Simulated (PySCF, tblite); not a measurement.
**ClH₆O₂PSi₂, a small molecule taken as a stand-in for a surface group (Si site with back bonds O, O, [PH][SiH3]): NMR shifts, core binding energies and electronic excitations**

Aim: the NMR shifts, core binding energies and electronic excitations of `O[Si](O)(Cl)P[SiH3]`.

Programs: tblite 0.8.0 and PySCF 2.14.0. All values are calculated, for the isolated system unless a continuum is named. Atoms count from 0, parts from 1.

## Step 1: The system as given

12 atoms, charge 0, multiplicity 1; geometry: distance geometry start.

## Step 2: Geometry optimisation with GFN2-xTB

The job: settings as JSON, then the geometry in Å.

```
{"job": {"kind": "relax", "xc": "GFN2-xTB", "basis": "xTB"}, "charge": 0, "multiplicity": 1}
Si     0.557821    -1.469705     0.895709
O      1.359297    -0.275590     1.941580
O      0.500215    -3.030475     1.728353
P     -1.480087    -0.817526     0.496607
Si    -2.099135     1.033812     1.423455
Cl     1.628631    -1.683448    -0.906187
H      2.170783     0.215081     1.675592
H      0.317573    -3.170315     2.673970
H     -2.429824    -1.801485     0.419716
H     -0.954592     1.738637     1.916253
H     -2.766973     1.852680     0.511892
H     -2.963165     0.737480     2.515889
```

Level: GFN2-xTB geometry optimisation, gas phase.

Started as:

```
> OMP_NUM_THREADS=1 python cluster_run.py task.json out
```

One launch serves the whole session: the jobs run in the order shown.

**Question.** The jobs that follow are: PBE0-D3(BJ)/def2-SVP geometry optimisation, gas phase; GIAO PBE0/pcSseg-1 NMR shielding, non-relativistic, gas phase; delta-SCF UKS SCAN, pcX-2 on the ionised atom, pcseg-1 elsewhere, spin-free X2C; TDDFT CAM-B3LYP/def2-SVPD, vertical, gas phase, core orbitals frozen in the response. Predict: point group; rotational constants (main isotopes); ¹H shifts against TMS (PBE0/pcSseg-1); ²⁹Si shifts against TMS (PBE0/pcSseg-1); ¹⁷O shifts against H2O (PBE0/pcSseg-1); ³¹P shifts against H3PO4 (PBE0/pcSseg-1); ³⁵Cl shifts against HCl (PBE0/pcSseg-1); O1s binding energies, SCAN/pcX-2; Si2p binding energies, SCAN/pcX-2 (standing for 1 of 2 atoms); P2p binding energies, SCAN/pcX-2; Cl2p binding energies, SCAN/pcX-2; lowest singlet (CAM-B3LYP/def2-SVPD); brightest single state of those computed; lowest triplet; vertical ionisation energy (ΔSCF).

As calculated:

```
                                                     quantity                                   value
                                                  point group                                      C1
                         rotational constants (main isotopes)                    2.38, 0.90, 0.83 GHz
                        ¹H shifts against TMS (PBE0/pcSseg-1)  4.41, 4.05, 4.04, 2.48, 1.99, 1.44 ppm
                      ²⁹Si shifts against TMS (PBE0/pcSseg-1)                          0.0, -75.3 ppm
                       ¹⁷O shifts against H2O (PBE0/pcSseg-1)                          88.9, 79.8 ppm
                     ³¹P shifts against H3PO4 (PBE0/pcSseg-1)                              -293.2 ppm
                      ³⁵Cl shifts against HCl (PBE0/pcSseg-1)                                 143 ppm
                             O1s binding energies, SCAN/pcX-2                 O1 539.04, O2 539.01 eV
Si2p binding energies, SCAN/pcX-2 (standing for 1 of 2 atoms)                           Si0 108.70 eV
                             P2p binding energies, SCAN/pcX-2                            P3 136.41 eV
                            Cl2p binding energies, SCAN/pcX-2                           Cl5 206.42 eV
                         lowest singlet (CAM-B3LYP/def2-SVPD)             6.17 eV (201 nm), f = 0.010
                     brightest single state of those computed             state 5, 7.38 eV, f = 0.073
                                               lowest triplet                                 5.48 eV
                            vertical ionisation energy (ΔSCF)                                 9.64 eV
```

**Reading.** The start of the PBE0/def2-SVP relaxation was shaken at random by about 0.01 Å, so part of the energy gained, and of the first lengths quoted, undoes that. Over 9 steps the energy fell by 0.164 eV; of the close pairs, Si0–Cl5 changed most, 2.008 to 2.074 Å (PBE0/def2-SVP). Hydrogens of an XH3 group are listed apart at this fixed geometry; free rotation makes them one line at their mean. At PBE0/pcSseg-1: The widest tensor belongs to Cl5: span 327 ppm, with a paramagnetic part of -348 ppm. At SCAN/pcX-2: the O1s levels computed lie within 0.03 eV of one another, too close to rank. The first singlet state (HOMO→LUMO+1 0.49, HOMO→LUMO+2 0.37) lies at 6.17 eV and is weak; of the 6 states computed, the strongest absorption comes from state 5 at 7.38 eV (the last state computed absorbs too, and its partners may lie past the list). The lowest triplet lies 0.69 eV below the lowest singlet (triplets in Tamm-Dancoff, singlets in full TDDFT). The orbital energy would give 8.92 eV for ionisation, ΔSCF gives 9.64 eV. A capped cluster stands for the solid here, so long-range fields and strain are missing, and bands or shifts of the capping hydrogens have no counterpart in it.
